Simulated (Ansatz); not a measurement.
**CH4Ga+ (triplet): wave-function methods side by side, cc-pVDZ**

An exercise on one series of results from a longer session: the logs are not shown, and one member is left open.

The runs use Ansatz 0.2.0, Gaussian basis; cc-pVDZ, core rule «outside noble gas», up to 15 orbitals frozen.

To be run: UHF; CCSD(T) on ROHF; CCSD(T) on UHF; BCCD(T) on ROHF; CISD as a restricted active space (open shells left free, so some higher excitations enter); CCSDT(Q) on ROHF; CCSDT(Q) on UHF; CASSCF and MRCISD+Q, 10 electrons in 10 orbitals; CASSCF and NEVPT2, 10 electrons in 10 orbitals.

20 further runs of the same task are left out: 1 for a known fault of the program, 10 that didn't finish, 9 set aside as unsound or not needed. Runs told in other sessions of the task aren't counted.

**The geometry**

The geometry is a PBE0/def2-TZVP stationary point (not a proven minimum) of the parent state, kept for this charge and spin. No spin-orbit coupling is included. The filled d shell of Ga may be among the frozen orbitals whatever the setting's name suggests.

6 atoms, charge 1, spin multiplicity 3.

Atoms are counted from 1 here; the program's logs count them from 0.

Bond lengths: C1–Ga2 1.937 Å, C1–H3 1.087 Å, C1–H4 1.087 Å, Ga2–H5 1.568 Å, Ga2–H6 1.568 Å. Angles: Ga2–C1–H3 123.3°, Ga2–C1–H4 123.3°, H3–C1–H4 113.4°, C1–Ga2–H5 119.3°, C1–Ga2–H6 119.3°, H5–Ga2–H6 121.4°.

Set-up of the first run:

Contents of in.yaml:

```yaml
crystal:
  periodic: [false, false, false]
  atoms:
    - {symbol: C, position_ang: [0.000000, 0.000000, 1.624086]}
    - {symbol: Ga, position_ang: [0.000000, 0.000000, -0.312766]}
    - {symbol: H, position_ang: [0.000000, 0.908809, 2.221201]}
    - {symbol: H, position_ang: [0.000000, -0.908809, 2.221201]}
    - {symbol: H, position_ang: [0.000000, 1.367663, -1.079987]}
    - {symbol: H, position_ang: [0.000000, -1.367663, -1.079987]}
basis:
  gaussian: {orbitals: cc-pVDZ}
total_charge: 1
magnetization: {spin_polarized: true, initial_magnetization: 2}
hamiltonian: {xc: hf}
output: {orbitals: {seedname: orbitals}}
```

Run with:

```console
ansatz run in.yaml --threads 1 --pin off --events-out ev --progress --plain --max-ram 2393MiB
```

Among the steps run: UHF; CCSD(T) on ROHF; CCSD(T) on UHF; BCCD(T) on ROHF; CISD as a restricted active space (open shells left free, so some higher excitations enter); CCSDT(Q) on ROHF; CCSDT(Q) on UHF; CASSCF and MRCISD+Q, 10 electrons in 10 orbitals; CASSCF and NEVPT2, 10 electrons in 10 orbitals.

One table of the session follows, with a row left open; its other results are not shown here.

| method | from UCCSDT(Q) (meV) |
| --- | --- |
| ROHF | +5621.4 |
| UHF | +5452.1 |
| RMP2 | +1267.0 |
| UMP2 | +1236.2 |
| RCCSD | +164.3 |
| UCCSD | +156.5 |
| RCCSD(T) | ? |
| UCCSD(T) | +38.0 |
| BCCD(T) | +41.1 |
| RCCSDT | +10.2 |
| UCCSDT | +5.0 |
| RCCSDT(Q) | +5.5 |
| UCCSDT(Q) | 0 |
| CASSCF frontier | +3530.5 |
| NEVPT2 frontier | +988.6 |
| MRCISD frontier | +246.1 |
| MRCISD+Q frontier | +52.3 |

Estimate the missing values for RCCSD(T).

The run gave: from UCCSDT(Q) (meV): +42.6. In the column «from UCCSDT(Q) (meV)» it lies between BCCD(T) (+41.1) and MRCISD+Q frontier (+52.3).

Not comparable, so not listed: CISD as a restricted active space (open shells left free, so some higher excitations enter) (they don't share determinant, frozen orbitals or solution with the rows shown, or repeat one).

Limits of these values: Restricted and unrestricted rows rest on different reference determinants; a gap between their highest levels can come from leftover correlation error, from unlike frozen cores or from another state.
